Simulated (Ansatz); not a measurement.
## Mg3Zr, space group Pm-3m: a check of PAW against all-electron LAPW, step by step

Computed with Ansatz 0.2.0, Python API.

Notebook, run cell by cell (the value of a cell's last expression is shown):

**Cell 1**
```python
from dataclasses import dataclass

import ansatz as az
import numpy as np
```

**Cell 2**
```python
@dataclass(frozen=True)
class RunConfig:
    xc: str = "lda"
    k_length: int = 24
    filling: str = "Fermi-Dirac"
    smearing_width: float = 0.1
    scf_tol: float = 1e-07
```

**Cell 3**
```python
opts = RunConfig()
```

**Cell 4**
```python
def count_gap(report):
    # lowest empty less highest filled band, counting bands; zero where they overlap
    return max(report.get("gap_by_band_count_ev") or 0.0, 0.0)

lattice = az.Lattice.of(
    [4.44220523, 0.0, 0.0],
    [0.0, 4.44220523, 0.0],
    [0.0, 0.0, 4.44220523],
)
sites = [
    ("Mg", [0.5, 0.5, 0.0]),
    ("Mg", [0.5, 0.0, 0.5]),
    ("Mg", [0.0, 0.5, 0.5]),
    ("Zr", [0.0, 0.0, 0.0]),
]
structure = az.Crystal(lattice=lattice)
for symbol, position in sites:
    structure = structure.atom(symbol, position)
```

**Cell 5**
```python
model = (
    structure.calculation()
    .functional(opts.xc)
    .kpoints(length=opts.k_length)
    .occupations(opts.filling, width=opts.smearing_width)
    .scf(tolerance=opts.scf_tol)
    .stress()
    .forces()
    .band_table()
)
variants = {
    "PAW": model.pseudopotentials("paw"),
    "LAPW": model.pseudopotentials("all_electron", lapw=True),
}
rows = []
for label, variant in variants.items():
    summary = variant.run(threads=1).report
    levels = np.array(summary["eigenvalues_ev"][0]) - summary["fermi_energy_ev"]
    print(label, "levels at the first k-point near E_F:", np.round(levels[np.abs(levels) < 5], 3))
    rows.append((label, summary["n_electrons"], np.trace(summary["stress_gpa"]) / 3, count_gap(summary)))
for row in rows:
    print("; ".join(f"{name} = {round(v, 4) if isinstance(v, float) else v}" for name, v in zip(["treatment", "electrons in bands", "P GPa", "gap by band count eV"], row)))
```
Output:
```text
DeckWarning: basis.ecutwfc = 420 eV, auto-derived from the records' recommended cutoffs: set by Mg (normal level)
DeckWarning: output.stress: scf.convergence.dr2_threshold = 1e-7 eV (the SCF's general default) is looser than the 4e-10 eV advised for a printed stress (1e-10 eV for each atom of the cell: 4). What an SCF threshold leaves in a stress goes as its square root, and in the free energy as the threshold itself, and one [...]
PAW levels at the first k-point near E_F: [-1.19  -1.19   0.809  0.809  0.809  1.068  1.068  1.068  2.356]
LAPW levels at the first k-point near E_F: [-1.191 -1.191  0.81   0.81   0.81   1.068  1.068  1.068  2.356]
treatment = PAW; electrons in bands = 42.0; P GPa = -2.7729; gap by band count eV = 0.0
treatment = LAPW; electrons in bands = 52.0; P GPa = -2.7456; gap by band count eV = 0.0
```

PAW gives -2.773 GPa and LAPW -2.746 GPa, 0.027 GPa apart. They took 0.6 and 3.5 s of processor time.

Notes:
- The computed bands are complete only to about 2.2 eV above the Fermi level.
- For a metal this k-point mesh is coarse: on a finer one energies can move by several to tens of meV an atom and pressures by half a GPa or more, differences at one mesh by less.
- A gap by band count of zero or less means overlapping bands, a metal.
- The structure comes from a database of computed cells and needn't be a stable or known phase.
- Gaps and levels are Kohn-Sham values on a finite set of k-points, without spin-orbit coupling.
- Warnings are shown shortened and without file and line.
- Pressure is positive in compression; the treatments may keep other shells as core, so totals and counts of electrons can differ.
- Finished in 4.8 s on 1 thread of Intel(R) Xeon(R) 6975P-C (Granite Rapids) (shared host), peak memory 0.47 GiB.
